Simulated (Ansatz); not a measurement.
# C₂H₇BO₂: a ladder of functionals and wavefunction methods

Aim: compute C₂H₇BO₂ with functionals from several rungs and with coupled cluster. The yardstick is the atomisation energy at the CCSD(T) limit.

The runs use Ansatz 0.2.0, Gaussian basis; functionals in def2-TZVPP, the program's frozen cores in correlated methods.

Plan: LDA (SPW92), PBE-D4, revPBE-D4, BLYP-D4, r2SCAN-D4, B97M-V, PBE0-D4, B3LYP-D4, r2SCANh-D4, r2SCAN0-D4, HSE06-D4, BHLYP-D4, CAM-B3LYP-D4, LC-ωPBE, ωB97X-V, ωB97M-V, B2PLYP, PBE-QIDH; CCSD(T)/def2-SVP; CCSD(T)/def2-TZVPP; MP2/def2-QZVPP; extrapolation to the limit; RPA on PBE.

## (1) The relaxed structure

All runs share one geometry, relaxed beforehand with PBE0-D4 in a triple-zeta def2 set.

12 atoms, charge 0, spin multiplicity 1.

Atoms are counted from 1 here; the program's logs count them from 0.

Bond lengths: C1–O2 1.408 Å, C1–H6 1.094 Å, C1–H7 1.094 Å, C1–H8 1.090 Å, O2–B3 1.368 Å, B3–C4 1.569 Å, B3–O5 1.364 Å, C4–H9 1.095 Å, C4–H10 1.090 Å, C4–H11 1.094 Å, O5–H12 0.962 Å. Angles: O2–C1–H6 111.3°, O2–C1–H7 111.8°, O2–C1–H8 107.9°, H6–C1–H7 108.6°, H6–C1–H8 108.6°, H7–C1–H8 108.7°, C1–O2–B3 121.9°, O2–B3–C4 123.9°, O2–B3–O5 116.5°, C4–B3–O5 119.6°, B3–C4–H9 111.0°, B3–C4–H10 111.6°, B3–C4–H11 111.6°, H9–C4–H10 108.0°, H9–C4–H11 106.2°, H10–C4–H11 108.3°, B3–O5–H12 111.4°.

## (2) LDA

This LDA is Slater exchange with PW92 correlation.

Contents of in.yaml:

```yaml
crystal:
  periodic: [false, false, false]
  atoms:
    - {symbol: C, position_ang: [-0.385787, 1.104682, 1.227460]}
    - {symbol: O, position_ang: [-0.288278, 1.094497, -0.177316]}
    - {symbol: B, position_ang: [0.078469, -0.027556, -0.868557]}
    - {symbol: C, position_ang: [0.403771, -1.405382, -0.192247]}
    - {symbol: O, position_ang: [0.151498, 0.090312, -2.225431]}
    - {symbol: H, position_ang: [0.601013, 1.027293, 1.694528]}
    - {symbol: H, position_ang: [-1.011782, 0.286799, 1.596478]}
    - {symbol: H, position_ang: [-0.837716, 2.051375, 1.525174]}
    - {symbol: H, position_ang: [-0.473632, -1.805198, 0.327007]}
    - {symbol: H, position_ang: [0.726301, -2.144912, -0.925167]}
    - {symbol: H, position_ang: [1.187518, -1.306981, 0.565329]}
    - {symbol: H, position_ang: [-0.074475, 0.980070, -2.513157]}
basis:
  gaussian: {orbitals: def2-TZVPP}
hamiltonian: {xc: lda}
output: {orbitals: {seedname: orbitals}}
```

After this run come: PBE-D4 (GGA); revPBE-D4 (GGA); BLYP-D4 (GGA); r2SCAN-D4 (meta-GGA); B97M-V (meta-GGA); PBE0-D4 (hybrid); B3LYP-D4 (hybrid); r2SCANh-D4 (hybrid); r2SCAN0-D4 (hybrid); HSE06-D4 (hybrid); BHLYP-D4 (hybrid); CAM-B3LYP-D4 (range-separated); LC-ωPBE-D4 (range-separated); ωB97X-V (range-separated); ωB97M-V (range-separated); B2PLYP (double hybrid); PBE-QIDH (double hybrid); CCSD(T) in def2-SVP; CCSD(T) in def2-TZVPP; MP2 in def2-QZVPP; RPA on PBE orbitals.

Q: Predict the results of all the runs planned. Wanted: atomisation energy, CCSD(T)/CBS; farthest beyond LDA; mean size of error, GGA; mean size of error, meta-GGA; mean size of error, hybrid; mean size of error, range-separated; mean size of error, double hybrid; gap, smallest and largest; T1 diagnostic.

**Answer**, as computed:

| quantity | value |
| --- | --- |
| atomisation energy, CCSD(T)/CBS | 1173.4 kcal/mol |
| functionals within 5.9 kcal/mol (0.5 %) | BLYP-D4, r2SCAN-D4, B97M-V, PBE0-D4, B3LYP-D4, r2SCANh-D4, HSE06-D4, LC-ωPBE, ωB97X-V, ωB97M-V, PBE-QIDH |
| farthest beyond LDA | BHLYP-D4 (-32.3 kcal/mol) |
| mean size of error, GGA | 10.2 kcal/mol |
| mean size of error, meta-GGA | 4.4 kcal/mol |
| mean size of error, hybrid | 8.9 kcal/mol |
| mean size of error, range-separated | 3.7 kcal/mol |
| mean size of error, double hybrid | 6.9 kcal/mol |
| gap, smallest and largest | 6.87 eV (BLYP-D4), 14.15 eV (LC-ωPBE) |
| T1 diagnostic | 0.0118 |
| triples share of the correlation energy | 3.5 % |

What this shows: The LDA atomisation energy is off by 169.4 kcal/mol (14 %): it overbinds. PBE-D4 misses by +23.6 kcal/mol. Double hybrids carry the basis error of their MP2 part in triple zeta, and no dispersion term here, so their miss is partly the set-up's. The rungs range-separated, meta-GGA miss on average by less than the doubt on the reference (5.9 kcal/mol), so they tie. Misses under about 5.9 kcal/mol are within the doubt on the reference itself, which lacks core-valence correlation, relativity and higher excitations. Hartree-Fock recovers 75 % of the binding; the rest is correlation. CCSD(T) in def2-SVP is off by -49.5 kcal/mol, so the small basis spoils what the method gains. The gap grows from 6.9 to 14.2 eV across the functionals, mostly with the share of exact exchange.
